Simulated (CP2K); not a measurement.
Runs of CP2K 2026.2 on Ba2Tl5V3O12. It takes space group P-3m1 (No. 164, trigonal). Conventional cell: a = 8.154 Å, b = 8.154 Å, c = 6.921 Å, α = 90.00°, β = 90.00°, γ = 120.00°. Around Ba (site symmetry 3m) lie 6 O at 2.80 Å. V (site symmetry 2/m) is surrounded by 4 O at 1.82 Å. Tl (site symmetry 2/m) is surrounded by 4 O at 2.53 Å. Around Tl (site symmetry 3m) lie 6 O at 2.73 Å and 3 V at 2.82 Å and 3 Tl at 3.03 Å. Around O (site symmetry 1) lie 1 V at 1.82 Å. The cell was built by a generator and needn't be a form met in nature.

```tsv
task	level	potentials or basis	cell	k mesh	k points reduced by the point group	NGRIDS	CUTOFF of the grids	cutoff radius of the dispersion sum (A)	EXTRAPOLATION	gap on the mesh (eV)	pressure (GPa)	moment (μB)	relaxed volume (Å³/atom)	largest force (eV/Å)
single point	PBE+D4	GTH_POTENTIALS Ba GTH-PBE-q10, V GTH-PBE-q13, Tl GTH-PBE-q13, O GTH-PBE-q6; DZVP-MOLOPT-SR-GTH basis	as given	3 × 3 × 3	yes	5	600 Ry	20	-	none	-0.4	0.00	-	0.23
single point	PBE+D3(BJ)	GTH_POTENTIALS Ba GTH-PBE-q10, V GTH-PBE-q13, Tl GTH-PBE-q13, O GTH-PBE-q6; DZVP-MOLOPT-SR-GTH basis	as given	3 × 3 × 3	yes	5	600 Ry	20	-	none	-0.4	0.00	-	0.24
single point	PBE	GTH_POTENTIALS Ba GTH-PBE-q10, V GTH-PBE-q13, Tl GTH-PBE-q13, O GTH-PBE-q6; DZVP-MOLOPT-SR-GTH basis	as given	3 × 3 × 3	yes	5	900 Ry	-	-	none	1.4	0.00	-	0.25
relaxation of cell and atoms	PBEsol	GTH_POTENTIALS Ba GTH-PBE-q10, V GTH-PBE-q13, Tl GTH-PBE-q13, O GTH-PBE-q6; DZVP-MOLOPT-SR-GTH basis	relaxed	3 × 3 × 3	-	5	600 Ry	-	USE_PREV_P	none	0.0	0.00	17.57	0.04
single point	PBE	POTENTIAL_UZH Ba GTH-PBE-q10, V GTH-PBE-q13, Tl GTH-PBE-q13, O GTH-PBE-q6; DZVP-MOLOPT-PBE-GTH basis	as given	4 × 4 × 4	yes	4	600 Ry	-	-	none	1.7	0.00	-	0.24
relaxation of cell and atoms	PBE	GTH_POTENTIALS Ba GTH-PBE-q10, V GTH-PBE-q13, Tl GTH-PBE-q13, O GTH-PBE-q6; DZVP-MOLOPT-SR-GTH basis	relaxed	3 × 3 × 3	-	5	600 Ry	-	USE_PREV_P	none	0.0	0.00	(a)	0.02
single point	LDA	GTH_POTENTIALS Ba GTH-PBE-q10, V GTH-PBE-q13, Tl GTH-PBE-q13, O GTH-PBE-q6; DZVP-MOLOPT-SR-GTH basis	as given	3 × 3 × 3	yes	5	900 Ry	-	-	none	-4.7	0.00	-	(c)
relaxation of cell and atoms	LDA	GTH_POTENTIALS Ba GTH-PADE-q10, V GTH-PADE-q13, Tl GTH-PADE-q13, O GTH-PADE-q6; DZVP-MOLOPT-SR-GTH basis	relaxed	3 × 3 × 3	-	5	600 Ry	-	USE_PREV_P	none	0.0	0.00	(b)	0.03
```

Alike in all rows: spin collinear, ferromagnetic start; smearing fermi-dirac 0.05 eV.

Q: Fill in the values left out.

A: (a) 18.54; (b) 16.73; (c) 0.33.

Caveats: the basis of atomic orbitals isn't converged, which shifts pressures, moduli and gaps; semilocal functionals often make such compounds metallic where correlation or magnetic order opens a gap, which also shifts bond lengths; pairwise dispersion overbinds metals, which lowers pressure and volume (some runs); the potentials were made for another functional, which shifts forces and pressure (some runs).

A k mesh can miss the band edges, and the runs leave out spin-orbit coupling on Ba, Tl.

A gap of «none» marks a metal or a gap under the smearing width.

Not every run made on this cell is shown here.
